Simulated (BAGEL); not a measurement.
# A workflow on CH5GaO2 (SMILES [CH3][Ga]([OH])[OH])

Aim: the energy (HF/def2-SVP), then the energy (NEVPT2(2,2)/def2-SVP) of CH5GaO2. 

The results are computed with BAGEL 1.2.2.

2 further runs of the same task are left out: 2 set aside as unsound or not needed.

### 1 The molecule

CH5GaO2: 9 atoms, total charge 0, spin state singlet. SMILES: `[CH3][Ga]([OH])[OH]`. One bond was lengthened or shortened from a relaxed shape.

Bond lengths: C1–Ga2 1.941 Å, Ga2–O3 1.791 Å, Ga2–O4 1.791 Å, C1–H5 1.090 Å, C1–H6 1.091 Å, C1–H7 0.927 Å, O3–H8 0.959 Å, O4–H9 0.959 Å. Some angles: C1–Ga2–O3 121.3°, C1–Ga2–O4 121.2°, O3–Ga2–O4 117.5°, Ga2–C1–H5 110.5°, Ga2–C1–H6 109.9°, Ga2–C1–H7 110.2°, Ga2–O3–H8 115.4°, Ga2–O4–H9 115.3°, H5–C1–H6 108.9°, H5–C1–H7 109.4°.

### 2 The energy at HF/def2-SVP (density fitting with svp-jkfit) (run 1)

Contents of job.json:

```json
{ "bagel" : [

{
  "title" : "molecule",
  "basis" : "svp",
  "df_basis" : "svp-jkfit",
  "geometry" : [
    { "atom" : "C", "xyz" : [  0.01239282,  1.57227859, -2.67034553 ] },
    { "atom" : "Ga", "xyz" : [ -0.29336486, -0.16815917,  0.54313374 ] },
    { "atom" : "O", "xyz" : [  0.19834187, -3.50749420,  0.78558561 ] },
    { "atom" : "O", "xyz" : [ -1.07457764,  1.50840585,  3.37753396 ] },
    { "atom" : "H", "xyz" : [  0.23972688,  0.21904571, -4.20537006 ] },
    { "atom" : "H", "xyz" : [  1.64851770,  2.82762366, -2.63727532 ] },
    { "atom" : "H", "xyz" : [ -1.41086952,  2.55094130, -2.96460234 ] },
    { "atom" : "H", "xyz" : [  0.01560536, -4.20102369,  2.44930049 ] },
    { "atom" : "H", "xyz" : [ -1.17851258,  0.49324497,  4.87457499 ] }
  ]
},
{ "title" : "hf" },
{ "title" : "print", "file" : "orbitals.molden", "orbitals" : true }

]}
```

Command:

```bash
$ BAGEL_NUM_THREADS=1 BAGEL job.json > job.out
```

Output:

```text
* using 1 threads per process

  ===============================================================
  ===============================================================

  *** Geometry ***

  { "atom" : "C", "xyz" : [      0.012393,      1.572279,     -2.670346 ] },
  { "atom" : "Ga", "xyz" : [     -0.293365,     -0.168159,      0.543134 ] },
  { "atom" : "O", "xyz" : [      0.198342,     -3.507494,      0.785586 ] },
  { "atom" : "O", "xyz" : [     -1.074578,      1.508406,      3.377534 ] },
  { "atom" : "H", "xyz" : [      0.239727,      0.219046,     -4.205370 ] },
  { "atom" : "H", "xyz" : [      1.648518,      2.827624,     -2.637275 ] },
  { "atom" : "H", "xyz" : [     -1.410870,      2.550941,     -2.964602 ] },
  { "atom" : "H", "xyz" : [      0.015605,     -4.201024,      2.449300 ] },
  { "atom" : "H", "xyz" : [     -1.178513,      0.493245,      4.874575 ] },

  Number of auxiliary basis functions:      585

  Since a DF basis is specified, we compute 2- and 3-index integrals:
    o Being stored without compression. Storage requirement is 0.046 GB

  Number of basis functions:       99
  Number of electrons      :       58

    * METHOD: MOLECULE                             0.26

  *** RHF ***

  === Nuclear Repulsion ===
   288.6575653707

      * DIIS with orbital gradients will be used.

  === RHF iteration (svp) ===
      0      -2113.05028084          0.02278004           0.09
      1      -2113.25704633          0.01515114           0.08
      2      -2113.39379339          0.00145135           0.08
      3      -2113.39532390          0.00055799           0.08
      4      -2113.39554203          0.00008080           0.08
      5      -2113.39554818          0.00003484           0.08
      6      -2113.39554909          0.00000974           0.08
      7      -2113.39554925          0.00000179           0.08
      8      -2113.39554925          0.00000065           0.08
      9      -2113.39554925          0.00000031           0.08
     10      -2113.39554926          0.00000008           0.08
     11      -2113.39554926          0.00000004           0.08
     12      -2113.39554926          0.00000001           0.08
     13      -2113.39554926          0.00000000           0.08
    * SCF iteration converged.

    * Permanent dipole moment:
           (    0.038731,     0.150043,    -0.309041) a.u.

    * METHOD: HF                                   1.34

    * METHOD: PRINT                                0.02

  ===============================================================
```

Wall time 1.8 s (1 thread of AMD EPYC 9R45 (Zen 5), shared host); peak memory 0.18 GiB.

### 3 A single-point energy at NEVPT2(2,2)/def2-SVP (density fitting with svp-jkfit) (run 2)

Contents of job.json:

```json
{ "bagel" : [

{
  "title" : "molecule",
  "basis" : "svp",
  "df_basis" : "svp-jkfit",
  "angstrom" : false,
  "geometry" : [
    { "atom" : "C", "xyz" : [     0.01239282,     1.57227859,    -2.67034553 ] },
    { "atom" : "Ga", "xyz" : [    -0.29336486,    -0.16815917,     0.54313374 ] },
    { "atom" : "O", "xyz" : [     0.19834187,    -3.50749420,     0.78558561 ] },
    { "atom" : "O", "xyz" : [    -1.07457764,     1.50840585,     3.37753396 ] },
    { "atom" : "H", "xyz" : [     0.23972688,     0.21904571,    -4.20537006 ] },
    { "atom" : "H", "xyz" : [     1.64851770,     2.82762366,    -2.63727532 ] },
    { "atom" : "H", "xyz" : [    -1.41086952,     2.55094130,    -2.96460234 ] },
    { "atom" : "H", "xyz" : [     0.01560536,    -4.20102369,     2.44930049 ] },
    { "atom" : "H", "xyz" : [    -1.17851258,     0.49324497,     4.87457499 ] }
  ]
},

{
  "title" : "hf"
},

{
  "title" : "nevpt2",
  "nstate" : 1,
  "nact" : 2,
  "nclosed" : 28,
  "active" : [20, 36],
  "maxiter" : 200,
  "natocc" : true,
  "ncore" : 12
},

{
  "title" : "print",
  "file" : "orbitals.molden",
  "orbitals" : true
}

]}
```

Command:

```bash
$ BAGEL_NUM_THREADS=1 BAGEL job.json > job.out
```

Output:

```text
* using 1 threads per process

  ===============================================================
  ===============================================================

  *** Geometry ***

  { "atom" : "C", "xyz" : [      0.012393,      1.572279,     -2.670346 ] },
  { "atom" : "Ga", "xyz" : [     -0.293365,     -0.168159,      0.543134 ] },
  { "atom" : "O", "xyz" : [      0.198342,     -3.507494,      0.785586 ] },
  { "atom" : "O", "xyz" : [     -1.074578,      1.508406,      3.377534 ] },
  { "atom" : "H", "xyz" : [      0.239727,      0.219046,     -4.205370 ] },
  { "atom" : "H", "xyz" : [      1.648518,      2.827624,     -2.637275 ] },
  { "atom" : "H", "xyz" : [     -1.410870,      2.550941,     -2.964602 ] },
  { "atom" : "H", "xyz" : [      0.015605,     -4.201024,      2.449300 ] },
  { "atom" : "H", "xyz" : [     -1.178513,      0.493245,      4.874575 ] },

  Number of auxiliary basis functions:      585

  Since a DF basis is specified, we compute 2- and 3-index integrals:
    o Being stored without compression. Storage requirement is 0.046 GB

  Number of basis functions:       99
  Number of electrons      :       58

    * METHOD: MOLECULE                             0.27

  *** RHF ***

  === Nuclear Repulsion ===
   288.6575653707

      * DIIS with orbital gradients will be used.

  === RHF iteration (svp) ===
      0      -2113.05028084          0.02278004           0.09
      1      -2113.25704633          0.01515114           0.08
      2      -2113.39379339          0.00145135           0.08
      3      -2113.39532390          0.00055799           0.09
      4      -2113.39554203          0.00008080           0.09
      5      -2113.39554818          0.00003484           0.09
      6      -2113.39554909          0.00000974           0.09
      7      -2113.39554925          0.00000179           0.09
      8      -2113.39554925          0.00000065           0.09
      9      -2113.39554925          0.00000031           0.09
     10      -2113.39554926          0.00000008           0.08
     11      -2113.39554926          0.00000004           0.08
     12      -2113.39554926          0.00000001           0.08
     13      -2113.39554926          0.00000000           0.09
    * SCF iteration converged.

    * Permanent dipole moment:
           (    0.038731,     0.150043,    -0.309041) a.u.

    * METHOD: HF                                   1.42

    * freezing 12 orbitals
  ---------------------------
      CASSCF calculation
  ---------------------------

    ==== Active orbitals : =====
         Orbital 20
         Orbital 36
    ============================

    * nstate   :      1
    * nclosed  :     28
    * nact     :      2
    * nvirt    :     69
  === CASSCF iteration (svp) ===

    * Using the second-order algorithm

      0  0     -2113.39558561     9.25e-06      0.02

      1  0     -2113.39722556     2.44e-04      0.38

      2  0     -2113.40558991     4.40e-04      0.42

      3  0     -2113.40681609     1.44e-04      0.55

      4  0     -2113.40685116     9.59e-06      0.53

      5  0     -2113.40685149     1.41e-06      0.51

      6  0     -2113.40685149     2.30e-07      0.49

      7  0     -2113.40685149     5.13e-08      0.51

      8  0     -2113.40685149     1.26e-08      0.47

      9  0     -2113.40685149     3.09e-09      0.43

    * Second-order optimization converged. *

     guess   0:   closed 1.                   open ..

  === FCI iteration ===

      0  0     -2113.39546526     8.15e-02      0.00
      1  0     -2113.40684923     8.59e-04      0.00
      2  0 *   -2113.40685149     8.12e-16      0.00

     * ci vector, state   0, <S^2> = 0.0000
       2.     0.9975708010
       .2    -0.0696598671

  === DF-NEVPT2 calculation ===

    * 3-index integral transformation done
    * assembly done

      NEVPT2 correlation energy:   -0.7244616199      0.23

          (+0)     -0.6719354779
          (+0)'    -0.0142322717
          (+1)     -0.0025100674
          (+1)'    -0.0000000000
          (+2)     -0.0001265297
          (-1)     -0.0251044869
          (-1)'     0.0000000000
          (-2)     -0.0105527863

      NEVPT2 total energy:       -2114.1313131111

    * METHOD: NEVPT2                               4.91

    * METHOD: PRINT                                0.02

  ===============================================================
```

It took 6.9 s on 1 thread of AMD EPYC 9R45 (Zen 5), shared host; peak memory 0.18 GiB.

### 4 What came out

| quantity | value |
| --- | --- |
| run 1, HF/def2-SVP: total energy | -2113.39555 Eh |
| run 1, HF/def2-SVP: dipole moment | 0.88 D |
| run 1, HF/def2-SVP: HOMO energy | -12.04 eV |
| run 1, HF/def2-SVP: LUMO energy | 2.97 eV |
| run 1, HF/def2-SVP: HOMO–LUMO gap | 15.02 eV |
| run 2, NEVPT2(2,2)/def2-SVP: total energy | -2114.13131 Eh |
